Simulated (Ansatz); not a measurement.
HfPt₃, space group Pm-3m: a comparison of norm-conserving and PAW potentials, run with the Ansatz DFT code, driven from Python.

`hfpt3.cif`
```cif
data_HfPt3
_cell_length_a 4.002450
_cell_length_b 4.002450
_cell_length_c 4.002450
_cell_angle_alpha 90.00000
_cell_angle_beta 90.00000
_cell_angle_gamma 90.00000
_symmetry_space_group_name_H-M 'P 1'
_symmetry_Int_Tables_number 1
loop_
_symmetry_equiv_pos_as_xyz
'x, y, z'
loop_
_atom_site_label
_atom_site_type_symbol
_atom_site_fract_x
_atom_site_fract_y
_atom_site_fract_z
Hf1 Hf    0.000000    0.000000    0.000000
Pt2 Pt    0.500000    0.500000    0.000000
Pt3 Pt    0.500000    0.000000    0.500000
Pt4 Pt    0.000000    0.500000    0.500000
```

`nc_paw_hfpt3.py`:
```python
import ansatz as az
from ase.io import read
import numpy as np

XC = "lda"
MESH = (6, 6, 6)
SMEARING = "methfessel_paxton"


def count_gap(report):
    # lowest empty less highest filled band, counting bands; zero where they overlap
    return max(report.get("gap_by_band_count_ev") or 0.0, 0.0)

atoms = read("hfpt3.cif")
hfpt3 = az.Crystal.from_ase(atoms)

model = (
    hfpt3.calculation()
    .functional(XC)
    .kpoints(mesh=MESH)
    .occupations(SMEARING)
    .stress()
    .forces()
    .band_table()
)
variants = {
    "PAW": model.pseudopotentials("paw"),
    "norm-conserving": model.pseudopotentials("nc"),
}
rows = []
for label, variant in variants.items():
    r = variant.run(threads=1).report
    levels = np.array(r["eigenvalues_ev"][0]) - r["fermi_energy_ev"]
    print(label, "levels at the first k-point near E_F:", np.round(levels[np.abs(levels) < 5], 3))
    rows.append((label, r["n_electrons"], np.trace(r["stress_gpa"]) / 3, count_gap(r)))
print("     treatment  electrons in bands           P GPa  gap by band count eV")
for row in rows:
    print(f"{str(row[0]):>14s}  {row[1]:18.1f}  {row[2]:14.3f}  {row[3]:20.3f}")
```

How well do the two treatments of the cores agree on the pressure?

PAW gives -8.417 GPa and norm-conserving -10.611 GPa, 2.19 GPa apart (a gap this large is an error of one set of files, which an all-electron run can settle). They took 5.3 and 23.8 s of processor time.

The run itself:

```console
$ python nc_paw_hfpt3.py
DeckWarning: basis.ecutwfc = 420 eV, auto-derived from the records' recommended cutoffs: set by Hf (normal level)
PAW levels at the first k-point near E_F: [-3.553 -3.553 -3.553 -1.659 -1.659 -0.675 -0.111 -0.111 -0.111  1.765
  1.765  1.765  2.823  2.823  4.774  4.774  4.774]
DeckWarning: basis.ecutwfc = 1142.878222 eV, auto-derived from the records' recommended cutoffs: set by Pt (normal level)
norm-conserving levels at the first k-point near E_F: [-3.539 -3.539 -3.539 -1.645 -1.645 -0.662 -0.101 -0.101 -0.101  1.759
  1.759  1.759  2.839  2.839  4.796  4.796]
     treatment  electrons in bands           P GPa  gap by band count eV
           PAW                80.0          -8.417                 0.000
norm-conserving                66.0         -10.611                 0.000
```
(Warnings from the package without file and line.)

Reading the output:
- Total energies depend on the potentials; only differences at equal settings carry meaning. A total without «per atom» is that of the cell as typed.
- The run is spin-unpolarised.
- The computed bands are complete only to about 3.5 eV above the Fermi level.
- The mesh is modest for a metal, so energies can be off by several to tens of meV an atom and pressures by half a GPa or more; differences at equal mesh fare better.
- A gap by band count of zero or less means overlapping bands, a metal.
- At these settings the cell as given stands under about -8 GPa, so it isn't at this functional's equilibrium volume.
- The structure comes from a database of computed cells and needn't be a stable or known phase.
- Levels are Kohn-Sham eigenvalues on this mesh, without spin-orbit coupling.
- Stress is positive in compression.
- Wall time of the script: 31 s on 1 thread of Arm Neoverse N1, on a shared host, peak memory 0.56 GiB.
